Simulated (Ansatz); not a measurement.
# Arsenic, beta-Sn type under LDA: from relaxation to bulk modulus

What does LDA give for arsenic in the beta-Sn type structure? We relax it, solve it on a dense k-mesh, switch on spin-orbit coupling, then scale the cell to 7 volumes from 88 to 112 % of the relaxed one and try a fit of the equation of state. The k-meshes are 13×13×9 for the relaxation; 24×24×14 for the dense run; 15×15×9 for spin-orbit coupling; 16×16×10 for the volumes.

Computed with Ansatz 0.2.0 (DFT LDA (PW92), plane waves (420 eV) with PAW, scalar-relativistic; the PAW data stem from PBE, with regenerated cores, unless a step says otherwise).

### 1 The starting structure

Symmetry: I4_1/amd, No. 141, tetragonal system. The conventional cell has a = 5.202 Å, b = 5.202 Å, c = 2.840 Å, α = 90.00°, β = 90.00°, γ = 90.00°. Around As (site symmetry -4m2) lie 6 As at 2.70 to 2.84 Å.

Coordinates:

```cif
data_structure
_symmetry_space_group_name_H-M 'P 1'
_symmetry_Int_Tables_number 1
_cell_length_a 3.9431
_cell_length_b 3.9431
_cell_length_c 3.9431
_cell_angle_alpha 97.454
_cell_angle_beta 97.454
_cell_angle_gamma 137.779
_cell_volume 38.43
loop_
_atom_site_label
_atom_site_type_symbol
_atom_site_fract_x
_atom_site_fract_y
_atom_site_fract_z
_atom_site_occupancy
As1 As 0.00000 0.00000 0.00000 1
As2 As 0.75000 0.25000 0.50000 1
```

### 2 Relaxing cell and atoms

File input.yaml:

```yaml
crystal:
  lattice:
    - [-2.601037212, 2.601037212, 1.4201663178]
    - [2.601037212, -2.601037212, 1.4201663178]
    - [2.601037212, 2.601037212, -1.4201663178]
  atoms:
    - { symbol: As, position: [0.0, 0.0, 0.0] }
    - { symbol: As, position: [0.75, 0.25, 0.5] }
hamiltonian:
  xc: lda
  pseudopotentials:
    kind: paw
    azcp:
      As: "pseudopotentials/As.paw.azcp"
basis:
  ecutwfc: 420
  fft_grid_basis: typed
kpoints:
  mp_grid: { grid: [13, 13, 9], shift: [0, 0, 0] }
magnetization:
  spin_polarized: false
scf:
  occupations: { method: fermi_dirac, width: 0.1 }
relax:
  max_steps: 60
  f_tol: 0.01
  cell: {}
```

The runs that follow: The energy on a finer k-mesh; A two-component run at the same geometry; The cell scaled to 88 % of its volume; The cell scaled to 92 % of its volume; The cell scaled to 96 % of its volume; The cell scaled to 100 % of its volume; The cell scaled to 104 % of its volume; The cell scaled to 108 % of its volume; The cell scaled to 112 % of its volume.

Q: Predict the outcome of this session. Wanted: space group; conventional cell; volume; shortest distance; gap on the mesh; relative to grey arsenic; V₀, B₀, B₀′.

**Answer**, as computed:

```
                      quantity                                              value
space group (spins left aside)                                      C2/c (No. 15)
             conventional cell  a = 2.781 Å, b = 7.884 Å, c = 3.681 Å, β = 90.11°
                        volume                                     20.174 Å³/atom
             shortest distance                                            2.467 Å
               gap on the mesh                       none (levels filled in part)
 relative to grey arsenic (A7)                                      +111 meV/atom
                   V₀, B₀, B₀′                        20.176 Å³/atom, 84 GPa, 4.2
```

What this shows: The relaxation enlarged the cell by 5.0 % in volume. What began as beta-Sn type has relaxed into C2/c. What follows belongs to that structure, not to the type named at the start. The mesh has less symmetry than the lattice, which may have let the distortion in. Against the reference form of arsenic (grey arsenic (A7), computed apart with the same settings) it stands 111 meV/atom higher. Levels at the Fermi energy are filled in part, as in a metal. Totals with and without spin-orbit coupling (-0.12 eV/atom apart) can't be read as binding, since the two-component data shift the zero of energy. B₀ comes out at 84 GPa; letting shape and positions relax at each volume could only lower it.
